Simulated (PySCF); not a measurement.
**C3H6N2Si: electronic excitations and core binding energies**

What electronic excitations and core binding energies should C3H6N2Si (`N#CC/C=N\[SiH3]`) show?

Computed with PySCF 2.14.0, with density-fitted response routines of our own, on a single molecule in the gas phase. Atoms count from 0, in the outputs and in this text.

## Step 1: The molecule as given

12 atoms, charge 0, multiplicity 1; geometry from: GFN2-xTB.

Bonds of the start (Å): N0–C1 1.14, C1–C2 1.44, C2–C3 1.52, C3–N4 1.24, N4–Si5 1.72, C2–H6 1.09, C2–H7 1.09, C3–H8 1.09, Si5–H9 1.46, Si5–H10 1.47, Si5–H11 1.46.

## Step 2: Excited states and response: CAM-B3LYP/def2-SVPD

What the job is given:

```
{"job": {"kind": "uv", "xc": "CAM-B3LYP", "basis": "def2-SVPD", "nstates": 8, "ntriplets": 3}, "charge": 0, "multiplicity": 1}
N     -2.439645     2.301380    -0.082943
C     -1.944357     1.299861     0.157841
C     -1.304260     0.041624     0.438067
C     -0.560265    -0.430862    -0.795073
N      0.666321    -0.589014    -0.910349
Si     2.077254    -0.389382     0.054050
H     -0.610917     0.165123     1.272737
H     -2.073999    -0.691127     0.698851
H     -1.202043    -0.639487    -1.653477
H      2.855065     0.573026    -0.715992
H      1.905211     0.096556     1.432561
H      2.632836    -1.738382     0.077700
```

Level: TDDFT CAM-B3LYP/def2-SVPD, vertical, gas phase, core orbitals frozen in the response.

Run with:

```
$ OMP_NUM_THREADS=1 python probes_run.py task.json out
```

One launch serves the whole session: the jobs run in the order shown.

**Question.** This job is followed by: delta-SCF UKS SCAN, pcX-2 on the ionised atom, pcseg-1 elsewhere, spin-free X2C. What will the session give for the following? lowest singlet (CAM-B3LYP/def2-SVPD); brightest single state of those computed; lowest triplet; C1s binding energies, SCAN/pcX-2; N1s binding energies, SCAN/pcX-2; Si1s binding energies, SCAN/pcX-2; Si2p binding energies, SCAN/pcX-2.

As calculated:

| quantity | value |
| --- | --- |
| lowest singlet (CAM-B3LYP/def2-SVPD) | 4.18 eV (296 nm), f = 0.001 |
| brightest single state of those computed | state 7, 7.71 eV, f = 0.310 |
| lowest triplet | 3.61 eV |
| C1s binding energies, SCAN/pcX-2 | C3 292.68, C2 292.59, C1 292.39 eV |
| N1s binding energies, SCAN/pcX-2 | N0 405.15, N4 404.63 eV |
| Si1s binding energies, SCAN/pcX-2 | Si5 1847.05 eV |
| Si2p binding energies, SCAN/pcX-2 | Si5 107.45 eV |

In words: The first singlet state (HOMO→LUMO 0.95) lies at 4.18 eV and is dark; of the 8 states computed, the strongest absorption comes from state 7 at 7.71 eV (the last state computed is bright too, and its partners may lie past the list). The lowest triplet lies 0.57 eV below the lowest singlet (triplets in Tamm-Dancoff, singlets in full TDDFT). C3 (C=N carbon) binds its C1s electron 0.29 eV more tightly than C1 (nitrile carbon). N0 (nitrile nitrogen) binds its N1s electron 0.52 eV more tightly than N4 (imine nitrogen).
